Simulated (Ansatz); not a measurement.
# C3H8Cl3NSn: up Jacob's ladder to CCSD(T)

Aim: compute C3H8Cl3NSn with functionals from several rungs and with coupled cluster, and see how far each lands from CCSD(T) at the basis-set limit for the atomisation energy.

The runs use Ansatz 0.2.0, Gaussian basis; functionals in def2-TZVPP, the program's frozen cores in correlated methods.

The runs, in order: LDA (SPW92), PBE-D4, revPBE-D4, BLYP-D4, r2SCAN-D4, B97M-V, PBE0-D4, B3LYP-D4, r2SCANh-D4, r2SCAN0-D4, HSE06-D4, BHLYP-D4, CAM-B3LYP-D4, LC-ωPBE, ωB97X-V, ωB97M-V, B2PLYP, PBE-QIDH; CCSD(T)/def2-SVP; CCSD(T)/def2-TZVPP; MP2/def2-QZVPP; extrapolation to the limit; RPA on PBE.

## (1) The relaxed structure

All runs share one geometry, relaxed beforehand with PBE0-D4 in a triple-zeta def2 set. Sn takes the def2 core potential; no spin-orbit term is included.

SMILES `CC(C)[NH][Sn]([Cl])([Cl])[Cl]`, 16 atoms, charge 0, spin multiplicity 1.

Atoms are counted from 1 here; the program's logs count them from 0.

Bond lengths: C1–C2 1.516 Å, C1–H9 1.091 Å, C1–H10 1.093 Å, C1–H11 1.096 Å, C2–C3 1.519 Å, C2–N4 1.466 Å, C2–H12 1.100 Å, C3–H13 1.092 Å, C3–H14 1.092 Å, C3–H15 1.093 Å, N4–Sn5 1.995 Å, N4–H16 1.014 Å, Sn5–Cl6 2.314 Å, Sn5–Cl7 2.298 Å, Sn5–Cl8 2.304 Å. Angles: C2–C1–H9 110.4°, C2–C1–H10 110.5°, C2–C1–H11 112.0°, H9–C1–H10 108.8°, H9–C1–H11 106.7°, H10–C1–H11 108.3°, C1–C2–C3 111.4°, C1–C2–N4 109.7°, C1–C2–H12 108.1°, C3–C2–N4 108.1°, C3–C2–H12 108.2°, N4–C2–H12 111.3°, C2–C3–H13 110.3°, C2–C3–H14 110.5°, C2–C3–H15 111.2°, H13–C3–H14 108.8°, H13–C3–H15 108.3°, H14–C3–H15 107.8° and more.

## (2) LDA

This LDA is Slater exchange with PW92 correlation.

in.yaml reads:

```yaml
crystal:
  periodic: [false, false, false]
  atoms:
    - {symbol: C, position_ang: [1.263042, 0.142206, -0.766964]}
    - {symbol: C, position_ang: [0.517643, -0.189710, 0.510645]}
    - {symbol: C, position_ang: [0.977101, -1.515282, 1.093060]}
    - {symbol: N, position_ang: [-0.918775, -0.287023, 0.233419]}
    - {symbol: Sn, position_ang: [-1.878095, 1.214662, -0.662859]}
    - {symbol: Cl, position_ang: [-1.063961, 3.312192, -0.120504]}
    - {symbol: Cl, position_ang: [-1.784826, 1.066167, -2.954461]}
    - {symbol: Cl, position_ang: [-4.088718, 1.080173, -0.028770]}
    - {symbol: H, position_ang: [2.338401, 0.173257, -0.583415]}
    - {symbol: H, position_ang: [1.058916, -0.606899, -1.535582]}
    - {symbol: H, position_ang: [0.982441, 1.124869, -1.161821]}
    - {symbol: H, position_ang: [0.729318, 0.600543, 1.246007]}
    - {symbol: H, position_ang: [0.805828, -2.323228, 0.377941]}
    - {symbol: H, position_ang: [2.042028, -1.478030, 1.333179]}
    - {symbol: H, position_ang: [0.435860, -1.751421, 2.013109]}
    - {symbol: H, position_ang: [-1.439003, -0.584977, 1.051318]}
basis:
  gaussian: {orbitals: def2-TZVPP}
hamiltonian: {xc: lda}
output: {orbitals: {seedname: orbitals}}
```

Command:

```sh
$ ansatz run in.yaml --threads 4 --pin off --events-out ev --progress --plain --max-ram 41984MiB --backend cuda --devices 0, --max-vram 37GiB
```

After this run come: PBE-D4 (GGA); revPBE-D4 (GGA); BLYP-D4 (GGA); r2SCAN-D4 (meta-GGA); B97M-V (meta-GGA); PBE0-D4 (hybrid); B3LYP-D4 (hybrid); r2SCANh-D4 (hybrid); r2SCAN0-D4 (hybrid); HSE06-D4 (hybrid); BHLYP-D4 (hybrid); CAM-B3LYP-D4 (range-separated); LC-ωPBE (range-separated); ωB97X-V (range-separated); ωB97M-V (range-separated); B2PLYP (double hybrid); PBE-QIDH (double hybrid); CCSD(T) in def2-SVP; CCSD(T) in def2-TZVPP; MP2 in def2-QZVPP; RPA on PBE orbitals.

Before running them: what should the planned runs give, taken together? Wanted: atomisation energy, CCSD(T)/CBS; farthest beyond LDA; mean size of error, GGA; mean size of error, meta-GGA; mean size of error, hybrid; mean size of error, range-separated; mean size of error, double hybrid; gap, smallest and largest; T1 diagnostic.

As calculated:

```
                               quantity                                                                                                            value
        atomisation energy, CCSD(T)/CBS                                                                                                        59.605 eV
    functionals within 0.596 eV (1.0 %)  revPBE-D4, r2SCAN-D4, B97M-V, PBE0-D4, B3LYP-D4, r2SCANh-D4, HSE06-D4, CAM-B3LYP-D4, ωB97X-V, ωB97M-V, PBE-QIDH
                    farthest beyond LDA                                                                                             BHLYP-D4 (-2.001 eV)
                mean size of error, GGA                                                                                                         0.744 eV
           mean size of error, meta-GGA                                                                                                         0.198 eV
             mean size of error, hybrid                                                                                                         0.682 eV
    mean size of error, range-separated                                                                                                         0.268 eV
      mean size of error, double hybrid                                                                                                         0.826 eV
              gap, smallest and largest                                                                        3.00 eV (LDA (SPW92)), 10.44 eV (LC-ωPBE)
                          T1 diagnostic                                                                                                           0.0111
triples share of the correlation energy                                                                                                            4.0 %
```

The LDA atomisation energy is off by 8.437 eV (14 %): it overbinds. PBE-D4 misses by +0.970 eV. Double hybrids carry the basis error of their MP2 part in triple zeta, and no dispersion term here, so their miss is partly the set-up's. The rungs meta-GGA, range-separated miss on average by less than the doubt on the reference (0.596 eV), so they tie. Misses under about 0.596 eV are within the doubt on the reference itself, which lacks core-valence correlation, spin-orbit coupling and higher excitations, and its outer-core shells are covered unevenly. All levels share the lack of spin-orbit coupling, which lowers the free heavy atoms and so the true binding. Hartree-Fock recovers 72 % of the binding; the rest is correlation. CCSD(T) in def2-SVP is off by -3.754 eV, so the small basis spoils what the method gains. Orbital gaps span 3.0 to 10.4 eV; exact exchange widens them. Correlated methods include outer-core shells of Sn, which these sets cover unevenly.
